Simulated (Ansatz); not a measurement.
**C₉H₁₇NZr: up Jacob's ladder to CCSD(T)**

One table from this session's results is given with a row withheld; the runs are named, their logs left out.

Computed with Ansatz 0.2.0, Gaussian basis. Level: functionals in def2-TZVPP, the program's frozen cores in correlated methods.

Plan: LDA (SPW92), PBE-D4, revPBE-D4, BLYP-D4, r2SCAN-D4, B97M-V, PBE0-D4, B3LYP-D4, r2SCANh-D4, r2SCAN0-D4, HSE06-D4, BHLYP-D4, CAM-B3LYP-D4, LC-ωPBE, ωB97X-V, ωB97M-V, B2PLYP, PBE-QIDH; CCSD(T)/def2-SVP; CCSD(T)/def2-TZVPP; MP2/def2-QZVPP; extrapolation to the limit; RPA on PBE.

## Structure used throughout

All runs share one geometry, relaxed beforehand with PBE0-D4 in a triple-zeta def2 set. Zr takes the def2 core potential; no spin-orbit term is included.

SMILES `C[N](C)[Zr]1234([CH3])([CH3])[C@H]5[C@@H]1[C@@H]2[C@@H]3[C@H]54`, 28 atoms, charge 0, spin multiplicity 1.

Atoms are counted from 1 here; the program's logs count them from 0.

Bond lengths: C1–N2 1.439 Å, C1–H12 1.095 Å, C1–H13 1.101 Å, C1–H14 1.100 Å, N2–C3 1.440 Å, N2–Zr4 2.038 Å, C3–H15 1.100 Å, C3–H16 1.095 Å, C3–H17 1.101 Å, Zr4–C5 2.245 Å, Zr4–C6 2.245 Å, Zr4–C7 2.568 Å, Zr4–C8 2.567 Å, Zr4–C9 2.518 Å, Zr4–C10 2.509 Å, Zr4–C11 2.520 Å, C5–H18 1.096 Å, C5–H19 1.095 Å and more. Angles: N2–C1–H12 110.9°, N2–C1–H13 112.0°, N2–C1–H14 111.6°, H12–C1–H13 107.8°, H12–C1–H14 107.0°, H13–C1–H14 107.3°, C1–N2–C3 112.9°, C1–N2–Zr4 123.0°, C3–N2–Zr4 122.8°, N2–C3–H15 111.6°, N2–C3–H16 110.9°, N2–C3–H17 112.0°, H15–C3–H16 107.0°, H15–C3–H17 107.3°, H16–C3–H17 107.8°, N2–Zr4–C5 106.4°, N2–Zr4–C6 106.4°, N2–Zr4–C7 140.4° and more.

Set-up of the first run:

File in.yaml:

```yaml
crystal:
  periodic: [false, false, false]
  atoms:
    - {symbol: C, position_ang: [-1.737247, -2.123450, 0.410893]}
    - {symbol: N, position_ang: [-0.982216, -1.045345, 0.993740]}
    - {symbol: C, position_ang: [-0.641698, -1.281201, 2.372414]}
    - {symbol: Zr, position_ang: [-0.136976, 0.442398, -0.112985]}
    - {symbol: C, position_ang: [-1.633385, 0.980762, -1.697971]}
    - {symbol: C, position_ang: [-0.000417, 2.234775, 1.232565]}
    - {symbol: C, position_ang: [1.537371, 0.776178, -2.031061]}
    - {symbol: C, position_ang: [2.177694, 1.249934, -0.872797]}
    - {symbol: C, position_ang: [2.361928, 0.155419, 0.001674]}
    - {symbol: C, position_ang: [1.850442, -1.000256, -0.624813]}
    - {symbol: C, position_ang: [1.324405, -0.611752, -1.874641]}
    - {symbol: H, position_ang: [-1.944205, -1.927686, -0.646274]}
    - {symbol: H, position_ang: [-1.202607, -3.084248, 0.476435]}
    - {symbol: H, position_ang: [-2.708328, -2.254344, 0.910157]}
    - {symbol: H, position_ang: [-1.538591, -1.354452, 3.004566]}
    - {symbol: H, position_ang: [-0.035512, -0.460775, 2.770318]}
    - {symbol: H, position_ang: [-0.071273, -2.214399, 2.502776]}
    - {symbol: H, position_ang: [-1.420002, 1.951083, -2.160899]}
    - {symbol: H, position_ang: [-1.746237, 0.253219, -2.508746]}
    - {symbol: H, position_ang: [-2.606787, 1.065086, -1.192965]}
    - {symbol: H, position_ang: [0.774621, 2.189037, 2.004976]}
    - {symbol: H, position_ang: [0.154113, 3.164685, 0.673256]}
    - {symbol: H, position_ang: [-0.970807, 2.316834, 1.743694]}
    - {symbol: H, position_ang: [1.235851, 1.367727, -2.882268]}
    - {symbol: H, position_ang: [2.459358, 2.272234, -0.670644]}
    - {symbol: H, position_ang: [2.815745, 0.198682, 0.981651]}
    - {symbol: H, position_ang: [1.843991, -1.998637, -0.212901]}
    - {symbol: H, position_ang: [0.840808, -1.261520, -2.590159]}
basis:
  gaussian: {orbitals: def2-TZVPP}
hamiltonian: {xc: lda}
output: {orbitals: {seedname: orbitals}}
```

Command:

```sh
ansatz run in.yaml --threads 11 --pin off --events-out ev --progress --plain --max-ram 174080MiB --backend cuda --devices 0, --max-vram 75GiB
```

Among the steps run: LDA; PBE-D4 (GGA); revPBE-D4 (GGA); BLYP-D4 (GGA); r2SCAN-D4 (meta-GGA); B97M-V (meta-GGA); B3LYP-D4 (hybrid); r2SCANh-D4 (hybrid); r2SCAN0-D4 (hybrid); HSE06-D4 (hybrid); BHLYP-D4 (hybrid); CAM-B3LYP-D4 (range-separated); LC-ωPBE (range-separated); ωB97X-V (range-separated); ωB97M-V (range-separated); B2PLYP (double hybrid); PBE-QIDH (double hybrid).

One table of the session follows, with a row left open; its other results are not shown here.

It belongs to the step «Orbital energies across the functionals». 

```
  functional  HOMO (eV)  gap (eV)
 LDA (SPW92)      -5.20      3.42
      PBE-D4      -5.06      3.52
   revPBE-D4      -4.99      3.56
     BLYP-D4      -4.95      3.52
   r2SCAN-D4      -5.23      3.90
      B97M-V          ?         ?
     PBE0-D4      -6.19      5.55
    B3LYP-D4      -6.01      5.14
  r2SCANh-D4      -5.67      4.66
  r2SCAN0-D4      -6.33      5.80
    HSE06-D4      -5.80      4.78
    BHLYP-D4      -7.27      7.63
CAM-B3LYP-D4      -7.50      7.93
     LC-ωPBE      -8.78     10.34
     ωB97X-V      -8.47      9.92
     ωB97M-V      -8.40      9.57
```

**Question.** Estimate the row for B97M-V.

**Answer.** HOMO (eV): -5.35; gap (eV): 3.99. In the column «HOMO (eV)» it lies between r2SCANh-D4 (-5.67) and r2SCAN-D4 (-5.23).
